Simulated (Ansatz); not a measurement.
HfIn4SiO6:

```
Hf In Si O
1.0
     5.69867    0.00381    0.01559
    -0.70506    6.10815   -0.00575
    -2.73718   -1.39557    6.63076
Hf In Si O
1 4 1 6
Direct
  0.11793 0.01556 0.13292
  0.38842 0.99901 0.72891
  0.75865 0.00842 0.49586
  0.23461 0.48841 0.53300
  0.59649 0.48211 0.20528
  0.86778 0.44029 0.85544
  0.55316 0.38738 0.79290
  0.93454 0.38483 0.65596
  0.98414 0.26218 0.00347
  0.99083 0.69806 0.98452
  0.08665 0.06493 0.39374
  0.48680 0.10883 0.21799
```

The cell was built by a generator and needn't be a form met in nature.

Base run:

| Property | Result |
| --- | --- |
| Program | Ansatz 0.2.0 |
| Functional | RPBE |
| Potentials or basis | all-electron LAPW, scalar-relativistic |
| Cutoff | 493 eV |
| Density cutoff | 1971 eV |
| Basis error allowed | 0.002 eV/atom |
| k mesh | 4 × 4 × 3 |
| Occupations | fermi-dirac, width 0.05 eV |
| Spin | no spin polarisation |

Its results: band gap on the k mesh 1.03 eV, indirect (least direct gap 1.18 eV); pressure 2.5 GPa; largest force 0.184 eV/Å.

**Question.** The run is repeated on the same cell with these changes: functional from RPBE to PBE. What comes out?

**Answer.** Band gap on the k mesh 0.98 eV, indirect (least direct gap 1.17 eV); pressure 0.0 GPa; largest force 0.015 eV/Å.

PBE binds more tightly than RPBE, so the same cell stands under less pressure.

Caveats: spin-orbit coupling is left out, which moves the levels of the heavy elements; an odd mesh through Γ misses points on the zone boundary, where band edges often lie (some runs).

Not every run made on this cell is shown here.
